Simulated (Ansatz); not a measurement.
# C2H10BNSi: the cost of one run

Program: the Python package of Ansatz 0.2.0. Level of theory: CAM-B3LYP/6-31G. These are calculated values, not measurements.

### Step 1. The system

Bond lengths: B1–C2 1.637 Å, C2–C3 1.515 Å, C2–N4 1.388 Å, C2–Si5 1.880 Å, B1–H6 1.139 Å, B1–H7 1.175 Å, C3–H8 1.086 Å, C3–H9 1.145 Å, C3–H10 1.151 Å, N4–H11 1.081 Å, N4–H12 1.087 Å, Si5–H13 1.513 Å, Si5–H14 1.449 Å, Si5–H15 1.450 Å. Angles (14 of 24 angles, heavy atoms first): B1–C2–C3 108.6°, B1–C2–N4 110.6°, B1–C2–Si5 107.7°, C3–C2–N4 110.3°, C3–C2–Si5 110.5°, N4–C2–Si5 109.1°, C2–B1–H6 120.3°, C2–B1–H7 117.9°, C2–C3–H8 112.7°, C2–C3–H9 113.3°, C2–C3–H10 111.8°, C2–N4–H11 113.4°, C2–N4–H12 111.2°, C2–Si5–H13 109.2°.

No structure file is read: the coordinates are typed or built in the script.

### Step 2. The code

Contents of c2h10bnsi.py:

```python
# -*- coding: utf-8 -*-
import argparse

import ansatz as az

parser = argparse.ArgumentParser(description="Electronic structure of the C2H10BNSi molecule.")
parser.add_argument("--basis", required=True, help="basis")
parser.add_argument("--xc", default="CAM-B3LYP", help="exchange-correlation functional")
args = parser.parse_args()


def main():
    geometry_ang = [
        ("B", [0.671, -0.9564, -1.3008]),
        ("C", [-0.1439, -0.1655, -0.122]),
        ("C", [0.3242, -0.6855, 1.2222]),
        ("N", [-1.5115, -0.3564, -0.262]),
        ("Si", [0.2428, 1.6663, -0.2916]),
        ("H", [1.8014, -0.8508, -1.3867]),
        ("H", [0.0449, -1.5221, -2.1185]),
        ("H", [0.1895, -1.758, 1.3276]),
        ("H", [-0.1566, -0.1448, 2.1095]),
        ("H", [1.4539, -0.5238, 1.3723]),
        ("H", [-1.8176, -1.3837, -0.1229]),
        ("H", [-2.0614, 0.142, 0.5327]),
        ("H", [-0.4899, 2.4325, 0.7878]),
        ("H", [1.6659, 1.9008, -0.1476]),
        ("H", [-0.2345, 2.1544, -1.5706]),
    ]
    mol = az.Crystal.molecule()
    for symbol, xyz in geometry_ang:
        mol = mol.atom(symbol, xyz)

    model = (
        mol.calculation()
        .basis(gaussian=args.basis)
        .functional(args.xc)
    )
    print(model.to_yaml())
    report = model.session().plan(threads=1).execute().report

    print("reference energy %16.6f eV" % report["reference_energy_ev"])
    print("total energy     %16.6f eV" % report["free_energy_ev"])
    print("occupied orbitals outside the frozen core (up, down):", report["n_occupied"], " frozen:", report["n_frozen"], " virtual:", report["n_virtual"])

    field = report["mean_field"]
    print("<S^2> =", round(abs(field["state"]["spin_squared"]), 4), " all-electron relativity setting:", field["relativity"])
    print("passes:", field["passes"])
    if "symmetry" in field:
        print("occupied orbitals by irrep:", field["symmetry"]["occupied"])


if __name__ == "__main__":
    main()
```

### Step 3. Launch

Launch:

```sh
$ python c2h10bnsi.py --basis 6-31G
```

Q: Estimate wall time and peak memory on 1 thread of Intel Xeon Platinum 8259CL at 2.50GHz (Skylake/Cascade Lake), shared host.

About 4.9 s, with a peak of 0.24 GiB.
